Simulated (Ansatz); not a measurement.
# F3H3OSi2: the cost of one run

Computed with Ansatz 0.2.0, Gaussian basis. Level: PBE0-D4/def2-TZVP structures, single points in def2-TZVPP, no counterpoise correction.

Levels: SPW92, PBE-D4, BLYP-D4, r2SCAN-D4, B97M-V, PBE0-D4, B3LYP-D4, r2SCAN0-D4, BHLYP-D4, CAM-B3LYP-D4, wB97X-V, wB97M-V, B2PLYP, PBE-QIDH, RPA on PBE, Hartree-Fock, MP2, CCSD, CCSD(T).

Cores are frozen in the correlated methods. B3LYP uses VWN-RPA correlation. B2PLYP carries no dispersion term here.

94 further runs of the same task are left out: 94 set aside as unsound or not needed.

## Step 1: Where the work starts

The complex: 11 atoms, charge 0, spin multiplicity 1.

Atoms are counted from 1 here; the program's logs count them from 0.

Bond lengths: Si1–O2 1.609 Å, Si1–F4 1.569 Å, Si1–F5 1.564 Å, Si1–F6 1.564 Å, O2–Si3 1.676 Å, Si3–H9 1.480 Å, Si3–H10 1.480 Å, Si3–H11 1.477 Å, H7–F8 0.930 Å. Angles: O2–Si1–F4 110.0°, O2–Si1–F5 110.2°, O2–Si1–F6 110.2°, F4–Si1–F5 108.9°, F4–Si1–F6 108.9°, F5–Si1–F6 108.7°, Si1–O2–Si3 137.4°, O2–Si3–H9 108.5°, O2–Si3–H10 108.5°, O2–Si3–H11 105.8°, H9–Si3–H10 110.7°, H9–Si3–H11 111.5°, H10–Si3–H11 111.5°.

Coordinates:

```mol
F4H4OSi2
  3D, bonds by distance, orders not assigned

 11  9  0  0  0  0  0  0  0  0999 V2000
   -0.4799    0.3538    1.4713 Si  0  0
    0.1072   -0.0374    0.0258 O   0  0
   -0.4152   -0.0127   -1.5670 Si  0  0
   -1.9379    0.9157    1.3237 F   0  0
    0.4185    1.4448    2.1411 F   0  0
   -0.5137   -0.9049    2.3989 F   0  0
    1.7989   -0.6955    0.0858 H   0  0
    2.6641   -1.0361    0.1043 F   0  0
   -1.6081   -0.8810   -1.6841 H   0  0
   -0.7463    1.3830   -1.9317 H   0  0
    0.7125   -0.5296   -2.3681 H   0  0
  1  2  8  0
  1  4  8  0
  1  5  8  0
  1  6  8  0
  2  3  8  0
  3  9  8  0
  3 10  8  0
  3 11  8  0
  7  8  8  0
M  END
```

Its parts: F₃H₃OSi₂ holds atoms 1, 2, 3, 4, 5, 6, 9, 10, 11; HF holds atoms 7, 8. Each part counts its atoms afresh in its own runs.

## Step 2: Relaxing F₃H₃OSi₂ alone

Input file relax-a/in.yaml:

```yaml
crystal:
  periodic: [false, false, false]
  atoms:
    - {symbol: Si, position_ang: [-0.479944, 0.353798, 1.471299]}
    - {symbol: O, position_ang: [0.107244, -0.037367, 0.025795]}
    - {symbol: Si, position_ang: [-0.415170, -0.012697, -1.566999]}
    - {symbol: F, position_ang: [-1.937939, 0.915705, 1.323708]}
    - {symbol: F, position_ang: [0.418476, 1.444768, 2.141076]}
    - {symbol: F, position_ang: [-0.513656, -0.904930, 2.398945]}
    - {symbol: H, position_ang: [-1.608072, -0.881026, -1.684054]}
    - {symbol: H, position_ang: [-0.746295, 1.383035, -1.931698]}
    - {symbol: H, position_ang: [0.712489, -0.529643, -2.368064]}
basis:
  gaussian: {orbitals: def2-TZVP}
hamiltonian: {xc: pbe0, dispersion: d4}
relax: {f_tol: 0.005, max_steps: 200}
```

Command:

```
ansatz run in.yaml --threads 4 --pin off --events-out ev --progress --plain --max-ram 66560MiB --backend cuda --devices 0, --max-vram 37GiB
```

Q: Estimate wall time and peak memory on 1 × a share of an NVIDIA H100 with 4 threads of AMD EPYC 7R13, shared host.

About 20 s, with a peak of 0.88 GiB on the host.
